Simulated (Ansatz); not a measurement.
# Hf (hafnium): the cost of one run

Method: DFT LDA, scalar-relativistic, plane waves, PAW, in Ansatz 0.2.0.

### Step 1. The structure to begin with

The structure is hexagonal, space group P6_3/mmc (No. 194). The conventional cell has a = 2.820 Å, b = 2.820 Å, c = 4.629 Å, α = 90.00°, β = 90.00°, γ = 120.00°. Hf (site symmetry -6m2) has 12 Hf at 2.82 to 2.83 Å in its first shell of neighbours.

As a file:

```xyz
2
Lattice="2.8196 0.0000 0.0000 -1.4098 2.4419 0.0000 0.0000 0.0000 4.6292" Properties=species:S:1:pos:R:3 pbc="T T T"
Hf    0.0000    1.6279    1.1573
Hf    1.4098    0.8140    3.4719
```

It is the end of an earlier run, which began from a cell of the Crystallography Open Database.

### Step 2. Phonons: Hf (hafnium), no spin

It takes the final geometry of an earlier run.

input.yaml reads:

```yaml
crystal:
  lattice:
    - [2.8196497976, 0.0, 0.0]
    - [-1.4098248988, 2.4418883545, 0.0]
    - [0.0, 0.0, 4.62923422]
  atoms:
    - { symbol: Hf, position: [0.3333333333, 0.6666666667, 0.25] }
    - { symbol: Hf, position: [0.6666666667, 0.3333333333, 0.75] }
scf:
  occupations: { method: gaussian, width: 0.1 }
output:
  eigenvalues: true
hamiltonian:
  xc: lda
kpoints:
  mp_grid: { grid: [16, 16, 10] }
basis:
  ecutwfc: 420
phonons:
  method: fd
  supercell: [1, 1, 1]
  amplitude: 0.015
  eigenvectors: true
```

The run is started by

```
> ansatz run input.yaml --threads 4 --pin off --max-ram 8192MiB --backend cpu --events-out ev --progress --plain --runs-dir out
```

What time and memory should one allow on 4 threads of Intel Xeon 6975P-C (Granite Rapids), shared host?

About 37 s, with a peak of 0.98 GiB.
